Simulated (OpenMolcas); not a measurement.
# GeH2O (SMILES [OH][GeH]) at SOS-MP2/ANO-S-VDZ (RICD fitting)

What is the energy difference between two shapes of GeH2O at SOS-MP2/ANO-S-VDZ (RICD fitting)? 

The calculation is run with OpenMolcas 26.06.

4 further runs of the same task are left out: 1 that didn't finish, 3 set aside as unsound or not needed.

## 1. The system as given

GeH2O: 4 atoms, total charge 0, spin state singlet. As SMILES, `[OH][GeH]`. The shape comes from GFN2-xTB, which is rough for such elements, and wasn't checked as a minimum.

Bond lengths: O1–Ge2 1.765 Å, O1–H3 0.956 Å, Ge2–H4 1.650 Å. Angles: O1–Ge2–H4 91.0°, Ge2–O1–H3 121.9°.

## 2. A single-point energy at SOS-MP2/ANO-S-VDZ (RICD fitting)

Contents of calc.inp:

```
&GATEWAY
  XBAS
  O.ANO-S-VDZ
  Ge.ANO-S-VDZ
  H.ANO-S-VDZ
  End of Basis
  ZMAT
  O1
  Ge2 1 1.764598
  H3 1 0.955515 2 121.85303
  H4 2 1.649517 1 91.0116 3 179.5518
  End of ZMAT
  RICD

&SEWARD

&SCF
  PrOrbitals=1 2

&MBPT2
  SOSMP2
  Frozen=10
```

The run is started by

```console
$ export MOLCAS_MEM=1860
$ pymolcas calc.inp > calc.log
```

Standard output:

```text
--- Start Module: gateway ---
[...]
--- Stop Module: gateway /rc=_RC_ALL_IS_WELL_ ---
[...]
      Basis functions           35
[...]
--- Start Module: scf ---
[...]
       Convergence after  11 Iterations
[...]
::    Total SCF energy                              -2151.3684702102
[...]
      Total spin, S                                     0.0000000000
[...]
      Total electronic charge=   42.000000
      Total            charge=   -0.000000
[...]
      Dipole Moment (debye):
      Origin of the operator (angstrom)=   -0.0092    0.0001    1.4330
                   X=  1.8943E+00               Y= -1.3399E-03               Z=  1.0105E+00           Total=  2.1470E+00
      Quadrupole Moment (debye*angstrom):
[...]
--- Stop Module: scf /rc=_RC_ALL_IS_WELL_ ---
--- Start Module: mbpt2 ---
[...]
WARNING!
Default frozen orbitals as non valence orbitals is overwritten by user input.
Default values:  15
[...]
::    Total MBPT2 energy                            -2151.5417398058
[...]
--- Stop Module: mbpt2 /rc=_RC_ALL_IS_WELL_ ---
[...]
```

It took 2.9 s on 1 thread of Arm Neoverse V1, shared host.

## 3. The distorted shape, same level

Contents of calc.input:

```
&GATEWAY
XBAS
O.ANO-S-VDZ
Ge.ANO-S-VDZ
H.ANO-S-VDZ
End of Basis
ZMAT
O1
Ge2 1 1.775454
H3 1 0.915175 2 122.91583
H4 2 1.669038 1 91.90275 3 -175.96659
End of ZMAT
RICD
&SEWARD
&SCF
PrOrbitals=1 2
&MBPT2
SOSMP2
Frozen=10
```

The run is started by

```console
$ export MOLCAS_MEM=1860
$ pymolcas calc.input > calc.log
```

Standard output:

```text
--- Start Module: gateway ---
[...]
--- Stop Module: gateway /rc=_RC_ALL_IS_WELL_ ---
[...]
      Basis functions           35
[...]
--- Start Module: scf ---
[...]
       Convergence after  10 Iterations
[...]
::    Total SCF energy                              -2151.3662914437
[...]
      Total spin, S                                     0.0000000000
[...]
      Total electronic charge=   42.000000
      Total            charge=   -0.000000
[...]
      Dipole Moment (debye):
      Origin of the operator (angstrom)=   -0.0098   -0.0013    1.4422
                   X=  1.8930E+00               Y=  1.5034E-02               Z=  1.0703E+00           Total=  2.1747E+00
      Quadrupole Moment (debye*angstrom):
[...]
--- Stop Module: scf /rc=_RC_ALL_IS_WELL_ ---
--- Start Module: mbpt2 ---
[...]
WARNING!
Default frozen orbitals as non valence orbitals is overwritten by user input.
Default values:  15
[...]
::    Total MBPT2 energy                            -2151.5374932037
[...]
--- Stop Module: mbpt2 /rc=_RC_ALL_IS_WELL_ ---
[...]
```

Run time: 2.9 s. Hardware: 1 thread of Arm Neoverse V1, shared host.

## 4. Outcome

At SOS-MP2/ANO-S-VDZ (RICD fitting), 10 core orbitals frozen:

| quantity | value |
| --- | --- |
| first shape: total energy | -2151.54174 Eh |
| first shape: dipole moment (mean-field density) | 2.15 D |
| first shape: HOMO energy (Hartree–Fock orbitals) | -9.36 eV |
| first shape: LUMO energy (Hartree–Fock orbitals) | 0.29 eV |
| first shape: HOMO–LUMO gap (Hartree–Fock orbitals) | 9.66 eV |
| first shape: correlation energy (10 core orbitals frozen) | -173.3 mEh |
| distorted shape: total energy | -2151.53749 Eh |
| distorted shape: dipole moment (mean-field density) | 2.17 D |
| distorted shape: HOMO energy (Hartree–Fock orbitals) | -9.38 eV |
| distorted shape: LUMO energy (Hartree–Fock orbitals) | 0.25 eV |
| distorted shape: HOMO–LUMO gap (Hartree–Fock orbitals) | 9.63 eV |
| distorted shape: correlation energy (10 core orbitals frozen) | -171.2 mEh |
| energy change with the atoms displaced | 0.116 eV |

**Reading.** With the atoms displaced the energy rises by 0.12 eV (2.7 kcal/mol). The first shape isn't relaxed at this level, so the change isn't measured from a minimum. Mulliken charges (first shape) of the mean-field density run from -0.91 on O1 to +0.72 on Ge2; they depend strongly on the basis. Mulliken charges (distorted shape) of the mean-field density run from -0.90 on O1 to +0.73 on Ge2; they depend strongly on the basis.
